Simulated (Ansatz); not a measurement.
# CH8OSi3: up Jacob's ladder to CCSD(T)

Aim: compute CH8OSi3 with functionals from several rungs and with coupled cluster, and see how far each lands from CCSD(T) at the basis-set limit for the atomisation energy.

The runs use Ansatz 0.2.0, Gaussian basis; functionals in def2-TZVPP, the program's frozen cores in correlated methods.

The runs, in order: PBE-D4, r2SCAN-D4, PBE0-D4, B3LYP-D4, ωB97X-V, ωB97M-V, B2PLYP; CCSD(T)/def2-TZVPP; MP2/def2-QZVPP; extrapolation to the limit.

## (1) Structure used throughout

The geometry comes from an earlier relaxation with PBE0-D4/def2-TZVP; it is a stationary point, not always the lowest conformer.

13 atoms, charge 0, spin multiplicity 1.

Atoms are counted from 1 here; the program's logs count them from 0.

Bond lengths: O1–C2 1.204 Å, C2–Si3 1.931 Å, C2–H6 1.116 Å, Si3–Si4 2.343 Å, Si3–Si5 2.338 Å, Si3–H7 1.492 Å, Si4–H8 1.488 Å, Si4–H9 1.487 Å, Si4–H10 1.486 Å, Si5–H11 1.486 Å, Si5–H12 1.485 Å, Si5–H13 1.488 Å. Angles: O1–C2–Si3 122.2°, O1–C2–H6 119.5°, Si3–C2–H6 118.3°, C2–Si3–Si4 106.9°, C2–Si3–Si5 108.5°, C2–Si3–H7 108.1°, Si4–Si3–Si5 111.8°, Si4–Si3–H7 108.8°, Si5–Si3–H7 112.5°, Si3–Si4–H8 110.5°, Si3–Si4–H9 109.8°, Si3–Si4–H10 109.3°, H8–Si4–H9 108.9°, H8–Si4–H10 109.1°, H9–Si4–H10 109.2°, Si3–Si5–H11 110.4°, Si3–Si5–H12 109.6°, Si3–Si5–H13 109.1° and more.

## (2) PBE-D4 (GGA)

in.yaml

```yaml
crystal:
  periodic: [false, false, false]
  atoms:
    - {symbol: O, position_ang: [-2.173696, 1.267648, -0.822053]}
    - {symbol: C, position_ang: [-1.009333, 1.573714, -0.853832]}
    - {symbol: Si, position_ang: [0.398438, 0.312442, -0.456961]}
    - {symbol: Si, position_ang: [0.873961, 0.521600, 1.827377]}
    - {symbol: Si, position_ang: [-0.353781, -1.834864, -0.994074]}
    - {symbol: H, position_ang: [-0.723973, 2.625088, -1.098223]}
    - {symbol: H, position_ang: [1.607064, 0.707196, -1.237960]}
    - {symbol: H, position_ang: [1.253273, 1.922515, 2.153454]}
    - {symbol: H, position_ang: [1.998737, -0.380283, 2.191923]}
    - {symbol: H, position_ang: [-0.328706, 0.146511, 2.615496]}
    - {symbol: H, position_ang: [-0.816327, -1.882629, -2.405501]}
    - {symbol: H, position_ang: [-1.468638, -2.212843, -0.089188]}
    - {symbol: H, position_ang: [0.763480, -2.800698, -0.815457]}
basis:
  gaussian: {orbitals: def2-TZVPP}
hamiltonian: {xc: pbe, dispersion: d4}
output: {forces: true, orbitals: {seedname: orbitals}}
```

Command:

```console
$ ansatz run in.yaml --threads 4 --pin off --events-out ev --progress --plain --max-ram 10444MiB
```

The runs that follow: r2SCAN-D4 (meta-GGA); PBE0-D4 (hybrid); B3LYP-D4 (hybrid); ωB97X-V (range-separated); ωB97M-V (range-separated); B2PLYP (double hybrid); CCSD(T) in def2-TZVPP; MP2 in def2-QZVPP.

**Question.** What will the summary of the whole plan be? Wanted: atomisation energy, CCSD(T)/CBS; farthest; mean size of error, hybrid; mean size of error, range-separated; gap, smallest and largest; T1 diagnostic; triples share of the correlation energy.

**Answer**, as computed:

| quantity | value |
| --- | --- |
| atomisation energy, CCSD(T)/CBS | 4205.1 kJ/mol |
| functionals within 21.0 kJ/mol (0.5 %) | r2SCAN-D4, B3LYP-D4, ωB97M-V |
| farthest | B2PLYP (-65.0 kJ/mol) |
| mean size of error, hybrid | 17.4 kJ/mol |
| mean size of error, range-separated | 18.4 kJ/mol |
| gap, smallest and largest | 2.81 eV (PBE-D4), 9.95 eV (ωB97X-V) |
| T1 diagnostic | 0.0158 |
| triples share of the correlation energy | 3.9 % |

What this shows: PBE-D4 misses by +22.7 kJ/mol, or 1.9 kJ/mol for each of 12 bonds. Double hybrids carry the basis error of their MP2 part in triple zeta, and no dispersion term here, so their miss is partly the set-up's. The reference freezes the cores and leaves out relativity and excitations past (T), so misses under about 21.0 kJ/mol can't be ranked. Hartree-Fock recovers 73 % of the binding; the rest is correlation. The gap grows from 2.8 to 9.9 eV across the functionals, mostly with the share of exact exchange.
